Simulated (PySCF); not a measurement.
# C₈H₁₄AsN: magnetic properties

What do calculations give for the magnetic properties of C₈H₁₄AsN (`C=C(C#N)C[As](C)CCC`)?

Programs: PySCF 2.14.0, with routines of our own; each step states its level. All values are computed. Atoms count from 0.

## 1. The system as given

24 atoms, charge 0, multiplicity 1; geometry from: GFN2-xTB.

## 2. Magnetic properties: GIAO HF/pcSseg-1

What the job is given:

```
{"job": {"kind": "mag", "xc": "HF", "basis": "pcSseg-1", "isotopologues": 0}, "charge": 0, "multiplicity": 1}
C      3.403326     1.217729     0.016244
C      2.589685     0.212605     0.346628
C      2.430000    -0.142401     1.707887
N      2.294426    -0.456940     2.802541
C      1.787331    -0.575180    -0.629724
As     0.004601     0.285095    -0.963993
C     -0.667309    -1.163967    -2.126754
C     -0.854035    -0.332985     0.718790
C     -2.359328    -0.094362     0.756877
C     -2.699836     1.386333     0.655770
H      3.540489     1.500915    -1.015115
H      3.947621     1.777861     0.757431
H      2.311414    -0.615717    -1.587773
H      1.623724    -1.593463    -0.269687
H     -0.607099    -2.127751    -1.622365
H     -1.704270    -0.975997    -2.401883
H     -0.081523    -1.209162    -3.044647
H     -0.384290     0.187855     1.558155
H     -0.645528    -1.400884     0.842063
H     -2.764693    -0.495864     1.690199
H     -2.837466    -0.633388    -0.066955
H     -2.228644     1.938563     1.466848
H     -2.335087     1.790091    -0.292508
H     -3.775244     1.540778     0.709526
```

Level: GIAO HF/pcSseg-1 magnetisability, rotational g tensor and spin-rotation constants, non-relativistic, gas phase.

The run is started by

```
$ OMP_NUM_THREADS=1 python excited_run.py task.json out
```

One launch serves the whole session: the jobs run in the order shown.

What it wrote:

```text
final grid: 188944 points
cycle   1  E = -2599.2287762005  dE =  1.075e+00  |g| = 7.390e-01  |ddm| = 4.426e+00
cycle   2  E = -2599.3313640466  dE = -1.026e-01  |g| = 5.021e-01  |ddm| = 8.976e-01
cycle   3  E = -2599.3805140635  dE = -4.915e-02  |g| = 1.356e-01  |ddm| = 4.825e-01
cycle   4  E = -2599.3858032670  dE = -5.289e-03  |g| = 3.715e-02  |ddm| = 1.550e-01
cycle   5  E = -2599.3861103862  dE = -3.071e-04  |g| = 6.838e-03  |ddm| = 5.120e-02
cycle   6  E = -2599.3861291620  dE = -1.878e-05  |g| = 2.588e-03  |ddm| = 1.558e-02
cycle   7  E = -2599.3861315285  dE = -2.366e-06  |g| = 8.011e-04  |ddm| = 5.492e-03
cycle   8  E = -2599.3861318027  dE = -2.742e-07  |g| = 2.268e-04  |ddm| = 1.624e-03
cycle   9  E = -2599.3861318408  dE = -3.809e-08  |g| = 1.005e-04  |ddm| = 4.699e-04
cycle  10  E = -2599.3861318522  dE = -1.134e-08  |g| = 4.942e-05  |ddm| = 2.245e-04
cycle  11  E = -2599.3861318562  dE = -4.049e-09  |g| = 1.759e-05  |ddm| = 1.522e-04
cycle  12  E = -2599.3861318567  dE = -4.775e-10  |g| = 8.158e-06  |ddm| = 5.320e-05
converged SCF energy = -2599.3861318567

Magnetisability tensor (1e-30 J/T^2)
    -2059.68       50.96        2.17
       50.96    -2002.85        5.14
        2.17        5.14    -1979.25
isotropic -2013.93   principal values   -2089.61  -1982.45  -1969.71
isotropic susceptibility -121.281 1e-6 cm^3/mol

Inertial axes            a          b          c
rot. const./GHz      1.2970     0.6708     0.5314
chi total          -123.624   -119.776   -120.444
chi diamagnetic   -1099.394  -1941.491  -2390.962
chi paramagnetic    975.770   1821.716   2270.518
quadrupole/D A        1.625     -4.000      2.376
g nuclear            0.5842     0.5686     0.5617
g electronic        -0.5946    -0.5741    -0.5668
g total             -0.0104    -0.0055    -0.0052

Spin-rotation constants (kHz, H = +C I.J)
atom  isotope        aa         bb         cc
  3    14N        0.281      0.053      0.109
  5   75As        1.634      1.030      0.725
 10     1H       -0.142      0.047     -0.047
 11     1H       -0.024     -0.026     -0.036
 12     1H       -0.135      0.019     -0.063
 13     1H       -0.144     -0.076      0.013
 14     1H       -0.143     -0.068     -0.003
 15     1H        0.016     -0.075     -0.059
 16     1H       -0.132      0.003     -0.062
 17     1H       -0.065     -0.032     -0.049
 18     1H       -0.143     -0.073      0.010
 19     1H       -0.139      0.000     -0.043
 20     1H       -0.072     -0.038     -0.047
 21     1H       -0.079     -0.041     -0.045
 22     1H       -0.140     -0.007     -0.043
 23     1H        0.007     -0.063     -0.060
  0    13C*       0.356      0.298      0.122
  1    13C*       0.297      0.311      0.107
  2    13C*       0.581      0.025      0.209
  4    13C*       0.193      0.106      0.080
  6    13C*       0.164      0.083      0.057
  7    13C*       0.207      0.107      0.076
  8    13C*       0.175      0.089      0.071
  9    13C*       0.165      0.093      0.065
* in the singly substituted isotopologue
```

It took 2.1 min on 1 thread of Arm Neoverse N1, shared host; peak memory 1.4 GiB.

From this job:

```
              quantity                      value
       magnetisability           -2014·10⁻³⁰ J/T²
  molar susceptibility        -121.3·10⁻⁶ cm³/mol
rotational g (a, b, c)  -0.0104, -0.0055, -0.0052
```

Orbitals, density, ELF and potential are computed afterwards from the orbital file.

Frontier orbitals at HF/pcSseg-1, with the share of their density that lies nearest to each atom:

| orbital | energy (eV) | lies on |
| --- | --- | --- |
| HOMO | -9.24 | As5 60 %; C4, C7 about 7 % each |
| LUMO | 2.32 | C0, C1 about 23 % each; N3 12 %; C2 10 % |

ELF in a plane through or near 6 of the atoms.

Ten even steps from '0' (0.00) to '9' (1.00):
```
0000000000000000000000000000
0000000000000000000000000000
0000000000000000000000000000
0000000000000000000000000000
0000000000000000057600000000
0000375000000000499930000000
0004999600000000399945860000
0005999844300000078479994000
0001471288400220036169994000
0001264464114565015523530000
0000267300142323300000000000
0000011012252652300000000000
0000000298312355210000000000
0000000497100254688400000000
0000000010004874799700000000
0000000000029995377300000000
0000000000018994000000000000
0000000000000000000000000000
0000000000000000000000000000
0000000000000000000000000000
```
The map spans 13.1 Å across and 11.7 Å up, centred on the molecule. Atoms in the plane (x, y in Å): C0 (-3.4, 0.7), As5 (0.0, -0.7), C9 (2.7, 1.2), H11 (-3.9, 1.7), H21 (2.3, 2.2), H23 (3.8, 1.3).

log10 of the density (e/Å³) in the same plane.

Values, 10 rows by 14 columns:
```
-4.0 -4.0 -4.0 -4.0 -4.0 -4.0 -4.0 -4.0 -4.0 -4.0 -4.0 -4.0 -4.0 -4.0
-4.0 -4.0 -4.0 -4.0 -4.0 -4.0 -4.0 -4.0 -4.0 -4.0 -4.0 -4.0 -4.0 -4.0
-4.0 -4.0 -3.3 -2.9 -3.2 -3.7 -4.0 -3.7 -2.6 -1.8 -2.2 -3.0 -4.0 -4.0
-4.0 -2.8 -1.3 -0.7 -1.6 -2.1 -2.9 -2.5 -1.5  0.2 -0.6 -1.2 -2.6 -4.0
-4.0 -2.4 -0.9  0.6 -0.1 -1.1 -1.5 -1.2 -1.3  0.0  0.1 -0.4 -2.1 -4.0
-4.0 -2.8 -1.5 -0.5 -0.9 -0.9 -0.1  0.6 -0.8 -1.3 -1.5 -2.2 -3.3 -4.0
-4.0 -4.0 -3.1 -2.2 -1.0 -1.0 -0.7 -0.3 -0.8 -1.8 -2.8 -3.6 -4.0 -4.0
-4.0 -4.0 -4.0 -3.2 -2.2 -2.2 -1.2 -0.4 -0.5 -1.1 -2.8 -4.0 -4.0 -4.0
-4.0 -4.0 -4.0 -4.0 -4.0 -3.2 -1.7 -1.2 -1.8 -2.4 -3.6 -4.0 -4.0 -4.0
-4.0 -4.0 -4.0 -4.0 -4.0 -4.0 -3.8 -3.5 -3.7 -4.0 -4.0 -4.0 -4.0 -4.0
```
The map spans 13.1 Å across and 11.7 Å up, centred on the molecule. Atoms in the plane (x, y in Å): C0 (-3.4, 0.7), As5 (0.0, -0.7), C9 (2.7, 1.2), H11 (-3.9, 1.7), H21 (2.3, 2.2), H23 (3.8, 1.3).

On the surface of density 0.002 e/bohr³ the electrostatic potential runs, from the 1st to the 99th percentile, from -1.79 V near N3 to 1.20 V near H10.

## 3. Magnetic properties: GIAO PBE/STO-3G

The job, as its differences from that of step 2:

```diff
@@ -1,2 +1,2 @@
-{"job": {"kind": "mag", "xc": "HF", "basis": "pcSseg-1", "isotopologues": 0}, "charge": 0, "multiplicity": 1}
+{"job": {"kind": "mag", "xc": "PBE", "basis": "STO-3G"}, "charge": 0, "multiplicity": 1}
 C      3.403326     1.217729     0.016244
```

With the program's defaults for keys left out, this is: GIAO PBE/STO-3G magnetisability, rotational g tensor and spin-rotation constants, non-relativistic, gas phase.

What it wrote:

```text
coarse grid: 88504 points
cycle   1  E = -2573.0440307937  dE = -1.671e+00  |g| = 6.671e-01  |ddm| = 6.341e+00
cycle   2  E = -2572.5277795341  dE =  5.163e-01  |g| = 1.333e+00  |ddm| = 3.154e+00
cycle   3  E = -2573.1775636824  dE = -6.498e-01  |g| = 3.975e-01  |ddm| = 2.590e+00
cycle   4  E = -2573.2177077976  dE = -4.014e-02  |g| = 1.720e-01  |ddm| = 6.365e-01
cycle   5  E = -2573.2258083358  dE = -8.101e-03  |g| = 5.860e-02  |ddm| = 2.727e-01
cycle   6  E = -2573.2267760333  dE = -9.677e-04  |g| = 1.766e-02  |ddm| = 9.190e-02
cycle   7  E = -2573.2268681749  dE = -9.214e-05  |g| = 9.703e-03  |ddm| = 3.625e-02
cycle   8  E = -2573.2268970298  dE = -2.885e-05  |g| = 1.454e-03  |ddm| = 1.219e-02
cycle   9  E = -2573.2268976975  dE = -6.676e-07  |g| = 4.710e-04  |ddm| = 2.605e-03
final grid: 188944 points
cycle  10  E = -2573.2268500586  dE =  2.582e-07  |g| = 9.760e-04  |ddm| = 2.195e-03
cycle  11  E = -2573.2268480294  dE =  2.029e-06  |g| = 2.609e-03  |ddm| = 4.950e-03
cycle  12  E = -2573.2268503682  dE = -2.339e-06  |g| = 3.671e-04  |ddm| = 3.601e-03
cycle  13  E = -2573.2268504019  dE = -3.370e-08  |g| = 1.273e-04  |ddm| = 4.770e-04
cycle  14  E = -2573.2268504061  dE = -4.257e-09  |g| = 1.421e-05  |ddm| = 1.293e-04
cycle  15  E = -2573.2268504063  dE = -1.201e-10  |g| = 1.923e-06  |ddm| = 2.512e-05
converged SCF energy = -2573.2268504063

Magnetisability tensor (1e-30 J/T^2)
    -1978.72       79.24        9.50
       79.24    -1925.59       14.66
        9.50       14.66    -1902.46
isotropic -1935.59   principal values   -2035.73  -1909.84  -1861.20
isotropic susceptibility -116.564 1e-6 cm^3/mol

Inertial axes            a          b          c
rot. const./GHz      1.2970     0.6708     0.5314
chi total          -118.563   -115.360   -115.769
chi diamagnetic   -1084.855  -1928.296  -2377.392
chi paramagnetic    966.292   1812.936   2261.623
quadrupole/D A        0.315     -3.027      2.712
g nuclear            0.5842     0.5686     0.5617
g electronic        -0.5888    -0.5714    -0.5646
g total             -0.0046    -0.0028    -0.0029

Spin-rotation constants (kHz, H = +C I.J)
atom  isotope        aa         bb         cc
  3    14N        0.196      0.036      0.074
  5   75As        0.944      0.557      0.393
 10     1H       -0.140      0.040     -0.047
 11     1H       -0.027     -0.029     -0.036
 12     1H       -0.131      0.010     -0.059
 13     1H       -0.138     -0.072      0.007
 14     1H       -0.138     -0.068     -0.007
 15     1H        0.006     -0.075     -0.057
 16     1H       -0.131     -0.002     -0.059
 17     1H       -0.077     -0.034     -0.047
 18     1H       -0.136     -0.071      0.003
 19     1H       -0.139     -0.007     -0.046
 20     1H       -0.079     -0.040     -0.047
 21     1H       -0.080     -0.042     -0.046
 22     1H       -0.142     -0.010     -0.046
 23     1H       -0.004     -0.064     -0.059
  0    13C*       0.222      0.196      0.084
  1    13C*       0.192      0.189      0.077
  2    13C*       0.333      0.028      0.122
  4    13C*       0.106      0.063      0.044
  6    13C*       0.079      0.040      0.028
  7    13C*       0.103      0.058      0.043
  8    13C*       0.101      0.057      0.042
  9    13C*       0.099      0.052      0.033
* in the singly substituted isotopologue
```

Wall time 50 s (1 thread of Arm Neoverse N1, shared host); peak memory 0.7 GiB.

Key values:

```
              quantity                      value
       magnetisability           -1936·10⁻³⁰ J/T²
  molar susceptibility        -116.6·10⁻⁶ cm³/mol
rotational g (a, b, c)  -0.0046, -0.0028, -0.0029
```

## 4. The levels compared

```csv
level,ξ (10⁻³⁰ J/T²),g(a),g(b),gap (eV),functions,time
GIAO HF/pcSseg-1,-2014,-0.0104,-0.0055,11.56,264,2.1 min
GIAO PBE/STO-3G,-1936,-0.0046,-0.0028,3.82,77,50 s
```

## 5. Outcome

| quantity | value |
| --- | --- |
| magnetisability (step 2, GIAO HF/pcSseg-1) | -2014·10⁻³⁰ J/T² |
| molar susceptibility (step 2, GIAO HF/pcSseg-1) | -121.3·10⁻⁶ cm³/mol |
| rotational g (a, b, c) (step 2, GIAO HF/pcSseg-1) | -0.0104, -0.0055, -0.0052 |
| surface potential, 1st and 99th percentile | -1.79 V and 1.20 V |
| magnetisability over the levels | -2014 to -1936·10⁻³⁰ J/T² |

What this shows: Steps that list no spin-orbit terms leave them out, which matters at and beside the heavy atoms. GIAO PBE/STO-3G has a minimal basis, so it is left out of the spread where two other levels stand. The magnetisability spreads by 4.0 % over 2 levels, from GIAO HF/pcSseg-1 (2.1 min) to GIAO PBE/STO-3G (50 s); the runs took 50 s to 2.1 min. Two levels can agree by chance, so this spread shows no convergence. Vibrational averaging and real surroundings are missing from these values.
